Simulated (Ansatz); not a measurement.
**Ti started on a K site and K started on a Mg site in perovskite KMgF3, 40 atoms, charge 0**

How does the host give way around this defect, and what happens to the levels at the gap? The levels of theory are PBEsol, HSE06 and r²SCAN.

Program: Ansatz 0.2.0, PAW, plane waves. These are calculated values, not measurements.

## (1) The system as built

40 atoms (8 K, 1 Ti, 7 Mg, 24 F); a = 7.983 Å, b = 7.983 Å, c = 7.983 Å, α = 90.00°, β = 90.00°, γ = 90.00°. All atoms were shaken off their sites by about 0.02 Å along each axis. Defect site 1: (0.500, 0.500, 0.500). Defect site 2: (0.250, 0.250, 0.250).

Steps to follow: (2) PBEsol relaxation at the single k point (¼, ¼, ¼), on 7 threads of Arm Neoverse-V2; (3) HSE06 single point at the single k point (¼, ¼, ¼), on 7 threads of Arm Neoverse-V2; (4) r²SCAN single point at the single k point (¼, ¼, ¼), on 7 threads of Arm Neoverse-V2.

## (2) Relaxation of the positions (PBEsol)

in.yaml reads:

```yaml
crystal:
  lattice:
    - [7.982544, 0.000000, 0.000000]
    - [0.000000, 7.982544, 0.000000]
    - [0.000000, 0.000000, 7.982544]
  atoms:
    - { symbol: K, position: [0.999641, 0.001577, 0.999009] }
    - { symbol: K, position: [0.001979, 0.999134, 0.504614] }
    - { symbol: K, position: [0.997821, 0.502207, 0.001665] }
    - { symbol: K, position: [0.000836, 0.499926, 0.500768] }
    - { symbol: K, position: [0.496260, 0.003559, 0.002398] }
    - { symbol: K, position: [0.502332, 0.999054, 0.501472] }
    - { symbol: K, position: [0.498261, 0.505525, 0.998947] }
    - { symbol: K, position: [0.250008, 0.246096, 0.248075] }
    - { symbol: Ti, position: [0.506277, 0.499060, 0.499132] }
    - { symbol: Mg, position: [0.253657, 0.249343, 0.750753] }
    - { symbol: Mg, position: [0.248694, 0.750289, 0.248220] }
    - { symbol: Mg, position: [0.248257, 0.750767, 0.751191] }
    - { symbol: Mg, position: [0.752152, 0.254778, 0.244660] }
    - { symbol: Mg, position: [0.747382, 0.251981, 0.748897] }
    - { symbol: Mg, position: [0.750586, 0.747240, 0.252645] }
    - { symbol: Mg, position: [0.751352, 0.754793, 0.748949] }
    - { symbol: F, position: [0.249589, 0.247468, 0.996558] }
    - { symbol: F, position: [0.246625, 0.247609, 0.501560] }
    - { symbol: F, position: [0.251646, 0.750305, 0.000128] }
    - { symbol: F, position: [0.249186, 0.750811, 0.498280] }
    - { symbol: F, position: [0.751708, 0.246614, 0.005536] }
    - { symbol: F, position: [0.752992, 0.250576, 0.503870] }
    - { symbol: F, position: [0.752481, 0.748753, 0.999792] }
    - { symbol: F, position: [0.751751, 0.753191, 0.502027] }
    - { symbol: F, position: [0.999698, 0.250892, 0.247788] }
    - { symbol: F, position: [0.003562, 0.256829, 0.750809] }
    - { symbol: F, position: [0.001739, 0.750514, 0.247914] }
    - { symbol: F, position: [0.000934, 0.752043, 0.748906] }
    - { symbol: F, position: [0.497669, 0.250647, 0.249626] }
    - { symbol: F, position: [0.502776, 0.248366, 0.752938] }
    - { symbol: F, position: [0.500393, 0.745585, 0.248954] }
    - { symbol: F, position: [0.499703, 0.751183, 0.753502] }
    - { symbol: F, position: [0.247802, 0.001040, 0.250407] }
    - { symbol: F, position: [0.246984, 0.002534, 0.748839] }
    - { symbol: F, position: [0.252016, 0.494169, 0.255619] }
    - { symbol: F, position: [0.250246, 0.501667, 0.749477] }
    - { symbol: F, position: [0.750532, 0.002010, 0.250963] }
    - { symbol: F, position: [0.749103, 0.001749, 0.749312] }
    - { symbol: F, position: [0.750470, 0.496212, 0.248197] }
    - { symbol: F, position: [0.753359, 0.499487, 0.753774] }
  symmetry: { detect: false }
kpoints:
  mp_grid: { grid: [1, 1, 1], shift: [0.25, 0.25, 0.25] }
hamiltonian:
  xc: pbesol
scf:
  occupations: { method: fermi_dirac, width: 0.01 }
relax:
  f_tol: 0.03
  max_steps: 80
  escape_saddle: false
  adjacent_minimum: "off"
output:
  forces: true
  eigenvalues: true
  populations: true
```

Launch:

```bash
$ ansatz run in.yaml --threads 7 --pin off --max-ram 13300MiB --runs-dir r --events-out ev --progress --plain
```

The runs that follow: HSE06 on the final geometry; r²SCAN on the same atoms.

Q: Predict the outcome of this session. Wanted: for each run, top filled to lowest empty.

**Answer**, as computed:

```
             level                     time  top filled to lowest empty (eV)
PBEsol, relaxation     64 s (7 CPU threads)                             none
             HSE06  2.6 min (7 CPU threads)                             2.68
            r²SCAN     22 s (7 CPU threads)                             none
```

| quantity | value |
| --- | --- |
| relaxation | 13 recorded steps, 7.20 eV gained |
| largest shift | 0.93 Å (Ti9) |

**What this shows.** The relaxation lowers the energy by 7.20 eV; the largest shift is 0.93 Å (Ti9). The price of HSE06 is about 7 times the time of r²SCAN here. PBEsol and r²SCAN leave levels partly filled (a spacing under the smearing width does that too), while HSE06 opens a spacing of 2.68 eV.
